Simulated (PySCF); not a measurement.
# [OsO3Cl3]−: other functionals and bases at one geometry

The task here is to estimate one member of a computed series from the others.

Method: several levels, as the steps say, no spin–orbit coupling; program: PySCF 2.14.0.

2 further runs of the same task are left out: 2 for a known fault of the program.

### The system as given

7 atoms, charge -1, spin multiplicity 1.

Bond lengths: Os1–O2 1.734 Å, Os1–O3 1.734 Å, Os1–O4 1.721 Å, Os1–Cl5 2.465 Å, Os1–Cl6 2.518 Å, Os1–Cl7 2.446 Å. Angles: O2–Os1–O3 148.8°, O2–Os1–O4 103.6°, O2–Os1–Cl5 81.3°, O2–Os1–Cl6 80.0°, O2–Os1–Cl7 99.5°, O3–Os1–O4 103.6°, O3–Os1–Cl5 81.3°, O3–Os1–Cl6 80.0°, O3–Os1–Cl7 99.5°, O4–Os1–Cl5 94.8°, O4–Os1–Cl6 159.7°, O4–Os1–Cl7 81.2°, Cl5–Os1–Cl6 105.5°, Cl5–Os1–Cl7 176.0°, Cl6–Os1–Cl7 78.5°.

Geometry (Å):

```xyz
7
Cl3O3Os
Os    0.1879    0.0385    0.0000
O    -0.1727    0.3340    1.6702
O    -0.1727    0.3340   -1.6702
O     1.8822   -0.2618    0.0000
Cl    0.4149    2.4928    0.0000
Cl   -2.2900   -0.4092    0.0000
Cl    0.1326   -2.4066    0.0000
```

Formal oxidation states: Os +8. An earlier session relaxed this geometry at B3LYP, Os def2-SVP with ECP60, O def2-SVP, Cl def2-SVP (singlet, point group Cs).

At B3LYP on the finer grid: E = -1696.512928 Eh, HOMO -3.39 eV, LUMO -1.01 eV, Mulliken charge on Os1 +0.87 e, largest force component 0.017 eV/Å. 

Levels to run: revPBE; M06-L; BP86; wB97X; B3LYP, TZVP; B3LYP, x2c-SVP. Hardware: 2 threads of Arm Neoverse V1, shared host.

Set-up of the first run:

Input file run.py (the lines that set the calculation):

```python
mol = gto.M(atom='''
Os     0.18791     0.03849     0.00000
O     -0.17274     0.33400     1.67016
O     -0.17274     0.33400    -1.67016
O      1.88221    -0.26182     0.00000
Cl     0.41488     2.49283     0.00000
Cl    -2.29000    -0.40919     0.00000
Cl     0.13265    -2.40663     0.00000''',
    basis={'Os': 'def2-SVP', 'O': 'def2-SVP', 'Cl': 'def2-SVP'},
    ecp={'Os': 'def2-SVP'},
    charge=-1, spin=0)
mf = dft.RKS(mol, xc='PBE_R,PBE')
mf.grids.atom_grid = (75, 302)
mf = mf.density_fit()  # fitting sets: Os def2-universal-JKFIT, O def2-universal-JKFIT, Cl def2-universal-JKFIT
mf.conv_tol = 1e-08; mf.max_cycle = 55
mf.kernel(dm0)  # dm0: the density of the relaxed state
```

Started as:

```sh
> OMP_NUM_THREADS=2 python run.py
```

Among the steps run: revPBE; M06-L; BP86; wB97X; B3LYP, TZVP; B3LYP, x2c-SVP.

One of the session's tables, all rows but one given; the rest of the session is left out.

| level | HOMO (eV) | gap (eV) | charge on Os1 (e) | dipole (D) | largest force component (eV/Å) |
| --- | --- | --- | --- | --- | --- |
| B3LYP (relaxed here) | -3.39 | 2.38 | 0.87 | 1.46 | 0.02 |
| revPBE | -2.26 | 1.05 | 0.75 | 1.45 | 1.04 |
| M06-L | -2.74 | 1.08 | 1.26 | 1.67 | 0.34 |
| BP86 | -2.39 | 1.04 | 0.71 | 1.39 | 0.94 |
| wB97X | -6.04 | 6.82 | 0.98 | 2.01 | 1.52 |
| B3LYP, TZVP | -3.81 | 2.48 | 1.33 | 1.77 | 0.25 |
| B3LYP, x2c-SVP | ? | ? | ? | ? | ? |

**Question.** Estimate the row for B3LYP, x2c-SVP.

As computed: HOMO (eV): -3.41; gap (eV): 2.31; charge on Os1 (e): 0.33; dipole (D): 1.22; largest force component (eV/Å): 0.76. In the column «HOMO (eV)» it lies between B3LYP, TZVP (-3.81) and B3LYP (relaxed here) (-3.39).

Times are on 2 threads of Arm Neoverse V1, shared host; the first row also made further properties. The dipole of a charged species depends on the origin, so these sizes hold for this origin alone.

In one basis the HOMO–LUMO gap runs from 1.04 eV (BP86) to 6.82 eV (wB97X). The largest leftover force, 1.52 eV/Å with wB97X, stands at a geometry relaxed at another level. The Mulliken charge on Os spans +0.33 to +1.33 e over the levels. Total energies of different levels can't be compared. Spin–orbit coupling is left out throughout.
